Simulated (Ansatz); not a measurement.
Task: a frozen displacement of one atom of VPt3, space group Pm-3m, with Ansatz 0.2.0, Python API. Give the script and its output. Use (first run): LDA, PAW, the default cutoff (420 eV here), 6×6×6 k-points, Fermi-Dirac smearing of 0.15 eV, collinear spin.

```yaml
crystal:
  lattice:
    - [3.87000, 0.00000, 0.00000]
    - [0.00000, 3.87000, 0.00000]
    - [0.00000, 0.00000, 3.87000]
  atoms:
    - { symbol: V, position: [0.00000, 0.00000, 0.00000] }
    - { symbol: Pt, position: [0.00000, 0.50000, 0.50000] }
    - { symbol: Pt, position: [0.50000, 0.00000, 0.50000] }
    - { symbol: Pt, position: [0.50000, 0.50000, 0.00000] }
```

`run_push.py`
```python
"""Frozen displacement of one atom in VPt3."""

import logging
import sys
import warnings

import ansatz
import numpy as np

logging.basicConfig(stream=sys.stdout, format="%(levelname)s %(message)s")
logger = logging.getLogger("vpt3")
logger.setLevel(logging.INFO)

warnings.simplefilter("ignore", ansatz.DeckWarning)

structure = (
    ansatz.Lattice.of((3.87, 0.0, 0.0), (0.0, 3.87, 0.0), (0.0, 0.0, 3.87))
    .atom("V", (0.0, 0.0, 0.0))
    .atom("Pt", (0.0, 0.5, 0.5))
    .atom("Pt", (0.5, 0.0, 0.5))
    .atom("Pt", (0.5, 0.5, 0.0))
    .moments(V=1.5)
)

inverse = np.linalg.inv(np.array(structure.lattice.vectors))
home = np.array(structure.sites[0].position)
values = np.linspace(-0.02, 0.02, 5)
energies, pulls = [], []
for shift in values:
    moved = structure.move(0, to=home + shift * inverse[0])
    calculation = (
        moved.calculation()
        .functional("LDA")
        .kpoints(6, 6, 6)
        .occupations("fermi_dirac", width=0.15)
        .spin("collinear")
        .forces()
    )
    summary = calculation.run(threads=1, pin="off").report
    energies.append(summary["free_energy_ev"])
    pulls.append(summary["forces_ev_ang"][0][0])

# the force is minus the slope of the free energy
logger.info("shift (A)   dE (eV)   force along x (eV/A)")
for shift, e, f in zip(values, energies, pulls):
    logger.info(f"{shift:8.3f} {e - energies[2]:10.5f} {f:12.4f}")
logger.info(f"stiffness from energies {2 * np.polyfit(values, energies, 2)[0]:.3f}, from forces {-np.polyfit(values, pulls, 1)[0]:.3f} eV/A^2")
```

`python run_push.py` gives:
```text
INFO shift (A)   dE (eV)   force along x (eV/A)
INFO   -0.020    0.00088       0.0884
INFO   -0.010    0.00022       0.0442
INFO    0.000    0.00000      -0.0000
INFO    0.010    0.00022      -0.0442
INFO    0.020    0.00088      -0.0884
INFO stiffness from energies 4.417, from forces 4.418 eV/A^2
```

The curvature of the energy gives 4.417 eV/Å² and the slope of the force 4.418 eV/Å², a positive curvature.

Caveats:
- Other magnetic orders than the one started from may lie lower.
- For a metal this k-point mesh is coarse: on a finer one energies can move by several to tens of meV an atom and pressures by half a GPa or more, differences at one mesh by less.
- In a metal a curvature from energy changes of a few meV or less hangs on mesh and smearing, in size and even in sign.
- Spin-orbit coupling, which matters for elements this heavy, is left out.
- The starting cell is as deposited in a crystallographic database; the results hold for this polymorph, which needn't be the stable one.
- All periodic images of the atom move with it, so the curvature is one diagonal element of the zone-centre force constants and no normal mode; a positive value doesn't exclude soft modes in which several atoms move.
- Timing: 110 s on 1 thread of Arm Neoverse V1 (shared host), peak memory 0.49 GiB.
